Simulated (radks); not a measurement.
# Os⁴⁺ in [Xe] 4f14 5d4: an all-electron calculation

The task here is to estimate one member of a computed series from the others.

Program: radks (a radial shooting solver on a logarithmic mesh, Libxc functionals) version 1. Level of theory: scalar-relativistic Kohn-Sham, exchange-only PBE, spin-unpolarised, spherical densities, point nucleus. These are calculated values, not measurements, unless marked.

## Starting point

| Property | Result |
| --- | --- |
| element | osmium (Z = 76) |
| charge | +4 |
| electrons | 72 |
| configuration | [Xe] 4f14 5d4 |

The outer shells:

Os⁴⁺
```
[Xe] core
4f [↑↓][↑↓][↑↓][↑↓][↑↓][↑↓][↑↓]
5d [↑ ][↑ ][↑ ][↑ ][  ]
```

Set-up of the first run:

The run's settings:

```text
Z 76
configuration [Xe] 4f14 5d4 6s0 6p0 5f0 6d0
relativity scalar-relativistic
functional pbe,
spin unpolarised
nucleus point
c 137.035999084
```

Steps of the session up to this table: Self-consistent calculation.

One table of the session follows, with a row left open; its other results are not shown here.

It belongs to the step «Shells». Radial moments (bohr):

```
level      <r>  outermost maximum (interpolated)  90 % within  nodes
   1s  0.01773                            0.0110       0.0323      0
   2s  0.07489                            0.0634        0.116      1
   2p  0.06728                            0.0522        0.110      0
   3s   0.1939                             0.179        0.284      2
   3p   0.1945                             0.177        0.291      1
   3d   0.1762                             0.144        0.273      0
   4s   0.4318                             0.405        0.619      3
   4p   0.4594                             0.425        0.667      2
   4d   0.4890                             0.435        0.731      1
   5s   0.9995                             0.912         1.43      4
   4f   0.5551                             0.405        0.906      0
   5p    1.150                              1.03         1.66      3
   5d        ?                                 ?            ?      ?
   6s    2.350                              2.16         3.33      5
   6p    2.782                              2.58         3.93      4
   6d    3.723                              3.52         5.30      3
   5f    3.294                              2.90         4.90      1
```

Estimate the missing values for 5d.

**Answer.** <r>: 1.550; outermost maximum (interpolated): 1.30; 90 % within: 2.33; nodes: 2. In the column «<r>» it lies between 5p (1.150) and 6s (2.350).

To keep in mind: Spin polarisation and multiplet splitting are left out.
